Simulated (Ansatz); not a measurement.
# Rb4CdS3: the cost of one run

Computed with Ansatz 0.2.0 (DFT PBE, scalar-relativistic, plane waves, PAW, unless a step names another level, unless a step's input says otherwise).

2 further runs of the same task are left out: 1 that didn't finish, 1 set aside as unsound or not needed.

**1. The starting structure**

It takes space group P4/mmm (No. 123, tetragonal). The conventional cell has a = 6.409 Å, b = 6.409 Å, c = 10.730 Å, α = 90.00°, β = 90.00°, γ = 90.00°. Rb (site symmetry 2mm) is surrounded by 4 S at 3.23 to 3.75 Å and 2 Cd at 3.75 Å. Cd (site symmetry 4/mmm) has 2 S at 2.35 Å as nearest neighbours. Around S (site symmetry 4mm) lie 1 Cd at 2.35 Å and 4 Rb at 3.23 Å. S (site symmetry 4/mmm) is surrounded by 8 Rb at 3.75 Å.

Structure file:

```
Rb Cd S
1.0
     6.40876    0.00000    0.00000
     0.00000    6.40876    0.00000
     0.00000    0.00000   10.73000
Rb Cd S
4 1 3
Direct
  0.00000 0.50000 0.81886
  0.50000 0.00000 0.81886
  0.00000 0.50000 0.18114
  0.50000 0.00000 0.18114
  0.50000 0.50000 0.00000
  0.50000 0.50000 0.78109
  0.50000 0.50000 0.21891
  0.00000 0.00000 0.00000
```

It came out lowest among 25 distinct ends of the trial cells. At a tolerance of 0.02 Å it has space group P4/mmm (No. 123).

**2. Relaxing to 0.001 eV/Å, on the response runs' mesh and smearing**

File input.yaml:

```yaml
crystal:
  lattice:
    - [6.4087587435, 0.0, 0.0]
    - [0.0, 6.4087587435, 0.0]
    - [0.0, 0.0, 10.7300002672]
  atoms:
    - { symbol: Rb, position: [0.0, 0.5, 0.8188560724] }
    - { symbol: Rb, position: [0.5, 0.0, 0.8188560724] }
    - { symbol: Rb, position: [0.0, 0.5, 0.1811439276] }
    - { symbol: Rb, position: [0.5, 0.0, 0.1811439276] }
    - { symbol: Cd, position: [0.5, 0.5, 0.0] }
    - { symbol: S, position: [0.5, 0.5, 0.7810872921] }
    - { symbol: S, position: [0.5, 0.5, 0.2189127079] }
    - { symbol: S, position: [0.0, 0.0, 0.0] }
basis:
  ecutwfc: 420
kpoints:
  mp_grid: { grid: [4, 4, 4] }
hamiltonian:
  xc: pbe
scf:
  occupations: { method: fixed }
output:
  forces: true
  stress: true
  eigenvalues: true
  write_density: true
  write_potential: true
  elf: true
  volumetric_format: npy
relax:
  adjacent_minimum: "off"
  f_tol: 0.001
  max_steps: 60
  cell: { stress_tol: 0.01 }
```

Launch:

```console
ansatz run input.yaml --threads 3 --pin off --max-ram 7680MiB --backend cpu --events-out ev --progress --plain --runs-dir out
```

**Question.** How long does this run take on 3 threads of Intel Xeon at 2.50GHz (Skylake/Cascade Lake), shared host, and how much memory does it need?

About 7.1 min, with a peak of 1.1 GiB.
